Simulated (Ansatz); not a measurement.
# Mg5Se: the cost of one run

Method: DFT PBE, scalar-relativistic, plane waves, PAW, in Ansatz 0.2.0.

## Step 1: The system as given

The structure is cubic, space group F-43m (No. 216). The conventional cell has a = 7.597 Å, b = 7.597 Å, c = 7.597 Å, α = 90.00°, β = 90.00°, γ = 90.00°. Around Mg (site symmetry 3m) lie 9 Mg at 2.69 to 3.15 Å and 3 Se at 3.15 Å. Mg (site symmetry -43m) has 12 Mg at 3.15 Å and 4 Se at 3.29 Å in its first shell of neighbours. Se (site symmetry -43m) is surrounded by 16 Mg at 3.15 to 3.29 Å.

Structure file:

```cif
data_structure
_symmetry_space_group_name_H-M 'P 1'
_symmetry_Int_Tables_number 1
_cell_length_a 5.3716
_cell_length_b 5.3716
_cell_length_c 5.3716
_cell_angle_alpha 60.000
_cell_angle_beta 60.000
_cell_angle_gamma 60.000
_cell_volume 109.60
loop_
_atom_site_label
_atom_site_type_symbol
_atom_site_fract_x
_atom_site_fract_y
_atom_site_fract_z
_atom_site_occupancy
Mg1 Mg 0.37500 0.37500 0.87500 1
Mg2 Mg 0.37500 0.87500 0.37500 1
Mg3 Mg 0.87500 0.37500 0.37500 1
Mg4 Mg 0.37500 0.37500 0.37500 1
Mg5 Mg 0.75000 0.75000 0.75000 1
Se1 Se 0.00000 0.00000 0.00000 1
```

A structure generator made this guess: species swapped into a database cell of DyCu5 (F-43m, No. 216), with Se on the Dy sites and Mg on the Cu sites. Its size is a rough estimate.

## Step 2: Probe: one point on a coarse mesh

Contents of input.yaml:

```yaml
crystal:
  lattice:
    - [0.0, 3.79829007, 3.79829007]
    - [3.79829007, 0.0, 3.79829007]
    - [3.79829007, 3.79829007, 0.0]
  atoms:
    - { symbol: Mg, position: [0.375, 0.375, 0.875] }
    - { symbol: Mg, position: [0.375, 0.875, 0.375] }
    - { symbol: Mg, position: [0.875, 0.375, 0.375] }
    - { symbol: Mg, position: [0.375, 0.375, 0.375] }
    - { symbol: Mg, position: [0.75, 0.75, 0.75] }
    - { symbol: Se, position: [0.0, 0.0, 0.0] }
basis:
  ecutwfc: 420
kpoints:
  mp_grid: { grid: [4, 4, 4] }
hamiltonian:
  xc: pbe
scf:
  occupations: { method: gaussian, width: 0.1 }
  lower_state_search: "off"
output:
  forces: true
  stress: true
  eigenvalues: true
```

Command:

```console
ansatz run input.yaml --threads 1 --pin off --max-ram 2560MiB --backend cpu --events-out ev --progress --plain --runs-dir out
```

**Question.** How long does this run take on 1 thread of AMD EPYC (Zen 3), shared host, and how much memory does it need?

About 4.1 s, with a peak of 0.34 GiB.
